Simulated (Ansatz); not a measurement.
# CH3FOSW: small, medium and large basis sets

The task here is to estimate one member of a computed series from the others.

Computed with Ansatz 0.2.0, Gaussian basis. Level: one geometry, several basis sets.

Plan: PBE0-D4/def2-SVP; ωB97M-V/def2-SVP; PBE0-D4/def2-QZVPP; ωB97M-V/def2-QZVPP; the functionals' def2-TZVPP values are taken from earlier runs.

**Structure used throughout**

All runs share one geometry, relaxed beforehand with PBE0-D4 in a triple-zeta def2 set. W takes the def2 core potential; no spin-orbit term is included.

SMILES `[CH3][W](=[O])([F])=[S]`, 8 atoms, charge 0, spin multiplicity 1.

Atoms are counted from 1 here; the program's logs count them from 0.

Bond lengths: C1–W2 2.093 Å, C1–H6 1.091 Å, C1–H7 1.096 Å, C1–H8 1.093 Å, W2–O3 1.691 Å, W2–F4 1.855 Å, W2–S5 2.125 Å. Angles: W2–C1–H6 111.7°, W2–C1–H7 107.8°, W2–C1–H8 109.8°, H6–C1–H7 108.6°, H6–C1–H8 108.9°, H7–C1–H8 110.0°, C1–W2–O3 103.7°, C1–W2–F4 110.2°, C1–W2–S5 104.6°, O3–W2–F4 113.9°, O3–W2–S5 109.4°, F4–W2–S5 114.2°.

Coordinates:

```
atom    x (Å)    y (Å)    z (Å)
  C1  -0.9195  -0.2187   0.5749
  W2   0.8273   0.1061  -0.5324
  O3   2.0392  -0.5946   0.4171
  F4   0.6662  -0.6469  -2.2195
  S5   1.0703   2.2176  -0.5414
  H6  -0.8348   0.1808   1.5871
  H7  -1.0804  -1.3012   0.6381
  H8  -1.7683   0.2567   0.0761
```

The first run:

in.yaml reads:

```yaml
crystal:
  periodic: [false, false, false]
  atoms:
    - {symbol: C, position_ang: [-0.919453, -0.218686, 0.574938]}
    - {symbol: W, position_ang: [0.827277, 0.106150, -0.532372]}
    - {symbol: O, position_ang: [2.039184, -0.594582, 0.417061]}
    - {symbol: F, position_ang: [0.666193, -0.646852, -2.219523]}
    - {symbol: S, position_ang: [1.070347, 2.217614, -0.541381]}
    - {symbol: H, position_ang: [-0.834847, 0.180790, 1.587074]}
    - {symbol: H, position_ang: [-1.080366, -1.301156, 0.638083]}
    - {symbol: H, position_ang: [-1.768334, 0.256712, 0.076111]}
basis:
  gaussian: {orbitals: def2-SVP}
hamiltonian: {xc: pbe0, dispersion: d4}
output: {orbitals: {seedname: orbitals}}
```

Started as:

```bash
> ansatz run in.yaml --threads 2 --pin off --events-out ev --progress --plain --max-ram 20480MiB --backend cpu
```

Steps of the session up to this table: PBE0-D4 in def2-SVP; ωB97M-V in def2-SVP; PBE0-D4 in def2-QZVPP; ωB97M-V in def2-QZVPP.

One table of the session follows, with a row left open; its other results are not shown here.

It belongs to the step «Density functionals: the series». 

| functional | basis | HOMO (eV) | LUMO (eV) |
| --- | --- | --- | --- |
| PBE0-D4 | def2-SVP | -7.93 | -2.92 |
| PBE0-D4 | def2-TZVPP | -7.91 | -2.90 |
| PBE0-D4 | def2-QZVPP | -7.92 | -2.91 |
| ωB97M-V | def2-SVP | -10.02 | -0.82 |
| ωB97M-V | def2-TZVPP | -10.02 | -0.81 |
| ωB97M-V | def2-QZVPP | ? | ? |

Q: Estimate the row for ωB97M-V, def2-QZVPP from the others.

As computed: HOMO (eV): -10.04; LUMO (eV): -0.85. In the column «HOMO (eV)» it is the lowest.
